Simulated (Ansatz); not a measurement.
# Cu (Copper): the cost of one run

Program: Ansatz 0.2.0. Level of theory: DFT LDA, scalar-relativistic, plane waves, PAW. These are calculated values, not measurements.

2 further runs of the same task are left out: 2 set aside as unsound or not needed.

## Step 1: The starting structure

Symmetry: Fm-3m, No. 225, cubic system. The conventional cell has a = 3.519 Å, b = 3.519 Å, c = 3.519 Å, α = 90.00°, β = 90.00°, γ = 90.00°. Cu (site symmetry m-3m) has 12 Cu at 2.49 Å as nearest neighbours.

Structure file:

```cif
data_structure
_symmetry_space_group_name_H-M 'P 1'
_symmetry_Int_Tables_number 1
_cell_length_a 2.4881
_cell_length_b 2.4881
_cell_length_c 2.4881
_cell_angle_alpha 60.000
_cell_angle_beta 60.000
_cell_angle_gamma 60.000
_cell_volume 10.89
loop_
_atom_site_label
_atom_site_type_symbol
_atom_site_fract_x
_atom_site_fract_y
_atom_site_fract_z
_atom_site_occupancy
Cu1 Cu 0.00000 0.00000 0.00000 1
```

This cell was relaxed beforehand with the same method: volume 10.89 Å³/atom, gap on the mesh none (metal).

## Step 2: Bulk reference on the slab's mesh

input.yaml

```yaml
crystal:
  lattice:
    - [2.4880527793, 0.0, 0.0]
    - [-1.2440263897, 2.1547169129, 0.0]
    - [1.2440263897, 0.718238971, 2.0314865875]
  atoms:
    - { symbol: Cu, position: [0.0, 0.0, 0.0] }
basis:
  ecutwfc: 420
kpoints:
  mp_grid: { grid: [15, 15, 17] }
hamiltonian:
  xc: lda
scf:
  occupations: { method: gaussian, width: 0.1 }
output:
  forces: true
  stress: true
  eigenvalues: true
```

Started as:

```console
ansatz run input.yaml --threads 1 --pin off --max-ram 2560MiB --backend cpu --events-out ev --progress --plain --runs-dir out
```

What time and memory should one allow on 1 thread of Arm Neoverse V1, shared host?

About 9.2 s, with a peak of 0.42 GiB.
